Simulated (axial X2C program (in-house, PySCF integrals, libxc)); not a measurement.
**A two-component session on BrAs⁻: EOM-EA-CCSD levels**

Aim: EOM-EA-CCSD levels of BrAs⁻, with spin–orbit coupling in the Hamiltonian from the start.

Program: an in-house X2C program for linear molecules on PySCF integrals. Level of theory: two-component X2C with atomic mean-field terms, Br dyall-acv3z, As dyall-acv3z. These are calculated values, not measurements.

**1. The job**

task.json reads:

```json
{"zs": [35, 33], "q": -1, "bas": ["dyall-acv3z", "dyall-acv3z"], "r0": 2.35, "eom": "ea", "thr": -2.0, "nmax": 92, "grid": [1, 0.96, 1.045, 0.92, 1.09, 1.15], "rq": 0}
```

Keys: zs atomic numbers; q charge; bas basis sets; r0 starting distance in Å; eom kind of EOM run; thr threshold in hartree for freezing inner shells (an s shell follows its p shell); nmax most natural virtual spinors; grid distances as factors.

Launch:

```console
python soeom.py task.json out
```

The runs that follow: EOM-EA-CCSD at 2.299 Å.

**Question.** What will these runs give? Wanted: next root led by one particle; T1 of the reference.

As calculated:

| quantity | value |
| --- | --- |
| lowest root at 2.299 Å | Ω = 3/2, 1.336 eV |
| next root led by one particle | Ω = 1/2, about 13380 cm⁻¹ higher |
| T1 of the reference | 0.014 |

The added electron is bound by 1.34 eV in a spinor of 79% As pπ, 10% Br dπ. The closed-shell reference lies 0.68 eV above the lowest determinant found, so these energies count from an excited configuration. Errors of 0.1 to 0.3 eV are usual at this size, and roots led by higher excitations are left out, so the list is incomplete, and low states of that kind can be missing. T1 or the largest double amplitude of the reference is raised, which lowers the reliability.
